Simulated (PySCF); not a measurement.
# H2O4Os (Os(O)3(H2O)): the cost of one run

The runs use PySCF 2.14.0; TPSS, Os def2-SVP with ECP60, O def2-SVP, H def2-SVP; scalar-relativistic core potentials, no spin–orbit coupling.

3 further runs of the same task are left out: 2 for a known fault of the program, 1 set aside as unsound or not needed.

## Step 1: The system as given

7 atoms, charge 0, spin multiplicity 3.

Bond lengths: Os1–O2 1.761 Å, Os1–O3 1.719 Å, Os1–O4 1.761 Å, O5–H6 0.977 Å, O5–H7 0.977 Å. Angles: O2–Os1–O3 117.5°, O2–Os1–O4 111.3°, O3–Os1–O4 117.5°, H6–O5–H7 107.4°.

As a file:

```xyz
7

Os   -0.1168   -0.2248    0.2248
O     0.7213    1.1806    0.8759
O    -0.7741   -1.3482    1.3482
O     0.7213   -0.8759   -1.1806
O    -0.8555    1.3212   -1.3212
H    -1.3755    2.0579   -0.9439
H    -1.3755    0.9439   -2.0579
```

Formal oxidation states: Os +6. An earlier session relaxed this geometry at TPSS, Os def2-SVP with ECP60, O def2-SVP, H def2-SVP (triplet, point group Cs).

Its energy there is -392.592029 Eh.

## Step 2: Multiplicity 1 at the relaxed geometry

run.py (the lines that set the calculation) reads:

```python
mol = gto.M(atom='''
Os    -0.11679    -0.22475     0.22475
O      0.72133     1.18062     0.87588
O     -0.77408    -1.34822     1.34822
O      0.72133    -0.87588    -1.18062
O     -0.85552     1.32122    -1.32122
H     -1.37548     2.05786    -0.94386
H     -1.37548     0.94386    -2.05786''',
    basis={'Os': 'def2-SVP', 'O': 'def2-SVP', 'H': 'def2-SVP'},
    ecp={'Os': 'def2-SVP'},
    charge=0, spin=0)
mf = dft.RKS(mol, xc='TPSS')
mf.grids.atom_grid = (50, 194)
mf = mf.density_fit()  # fitting sets: Os def2-universal-JKFIT, O def2-universal-JKFIT, H def2-universal-JKFIT
mf.conv_tol = 1e-08; mf.max_cycle = 55
mf.kernel(dm0)  # dm0: free metal ions and neutral atoms
```

Run with:

```bash
$ OMP_NUM_THREADS=2 python run.py
```

**Question.** How long does this run take on 2 threads of Arm Neoverse V2, shared host?

About 3.2 s.
